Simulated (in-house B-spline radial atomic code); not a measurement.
# Kr⁴⁺: ionisation energy by several methods

How far do functionals differ on the ionisation energy of Kr⁴⁺? Each run solves Kr⁴⁺ and then the next ion ([Ar] 3d10 4s2 4p1).

Program: in-house B-spline radial atomic code version 1. Level of theory: Dirac-Coulomb, several functionals; spherical all-electron atom at the radial basis limit. These are calculated values, not measurements, unless marked.

## (1) Starting point

| Item | Value |
| --- | --- |
| element | krypton (Z = 36) |
| charge | +4 |
| electrons | 32 |
| configuration | [Ar] 3d10 4s2 4p2 |
| nucleus | Fermi, rms radius 4.188 fm |

Outer shells as boxes (Hund's rule):

[Ar] 3d10 4s2 4p2
```
[Ar] core
3d [↑↓][↑↓][↑↓][↑↓][↑↓]
4s [↑↓]
4p [↑ ][↑ ][  ]
```

The boxes only draw the filling; these runs are spin-restricted and spherical.

## (2) LDA (VWN5)

The run's settings:

```ini
Z = 36
electrons = 32.0
configuration = [Ar] 3d10 4s2 4p2
hamiltonian = dirac
method = lda,vwn
spin_polarised = False
nucleus = fermi
rms_radius = 4.1884
mass_number = 84
atomic_mass = 83.91149772708
speed_of_light = 137.035999084
```

## (3) RPBE, a GGA

Changes to the settings of step 2:

```diff
@@ -4,3 +4,3 @@
 hamiltonian = dirac
-method = lda,vwn
+method = rpbe,pbe
 spin_polarised = False
```

## (4) exchange-only LDA

Changes to the settings of step 3:

```diff
@@ -4,3 +4,3 @@
 hamiltonian = dirac
-method = rpbe,pbe
+method = lda,
 spin_polarised = False
```

## (5) PW91, a GGA

Changes to the settings of step 4:

```diff
@@ -4,3 +4,3 @@
 hamiltonian = dirac
-method = lda,
+method = pw91,pw91
 spin_polarised = False
```

## (6) BLYP, a GGA

Changes to the settings of step 5:

```diff
@@ -4,3 +4,3 @@
 hamiltonian = dirac
-method = pw91,pw91
+method = b88,lyp
 spin_polarised = False
```

## (7) PBEsol, a GGA

Changes to the settings of step 6:

```diff
@@ -4,3 +4,3 @@
 hamiltonian = dirac
-method = b88,lyp
+method = pbesol
 spin_polarised = False
```

The tabulated ionisation energy is 64.69 ± 0.2 eV (semi-empirical; NIST Atomic Spectra Database). What does each method give, and which comes nearest?

The runs gave:

| method | rung | total energy (hartree) | ΔSCF (eV) | with Breit, QED, recoil (eV) | −ε highest (eV) | corrected ΔSCF less tabulated (eV) |
| --- | --- | --- | --- | --- | --- | --- |
| LDA (VWN5) | LDA | -2782.3744 | 63.628 | 63.605 | 56.411 (4p3/2) | -1.085 |
| exchange-only LDA | LDA | -2779.2965 | 62.082 | 62.060 | 54.877 (4p3/2) | -2.630 |
| RPBE | GGA | -2786.0631 | 63.149 | 63.127 | 56.023 (4p3/2) | -1.563 |
| PW91 | GGA | -2786.3648 | 63.398 | 63.375 | 56.224 (4p3/2) | -1.315 |
| BLYP | GGA | -2786.2805 | 63.252 | 63.230 | 56.043 (4p3/2) | -1.460 |
| PBEsol | GGA | -2784.0229 | 63.309 | 63.287 | 56.145 (4p3/2) | -1.403 |

**Reading.** Tables give 64.69 ± 0.2 eV (semi-empirical; NIST Atomic Spectra Database) for the ionisation energy. LDA (VWN5) misses by -1.085 eV, the least, and exchange-only LDA by -2.630 eV (4.1 %), the most. Open shells are averaged (over orientations, and over spins where the run is restricted), while tables refer to the lowest levels. For the semilocal functionals minus the highest level recovers only 88 to 89 % of their own ΔSCF value, a mark of self-interaction.

Members of this set that are not shown: 8 used exact exchange with fractional occupations of an open shell, which is unsound here.
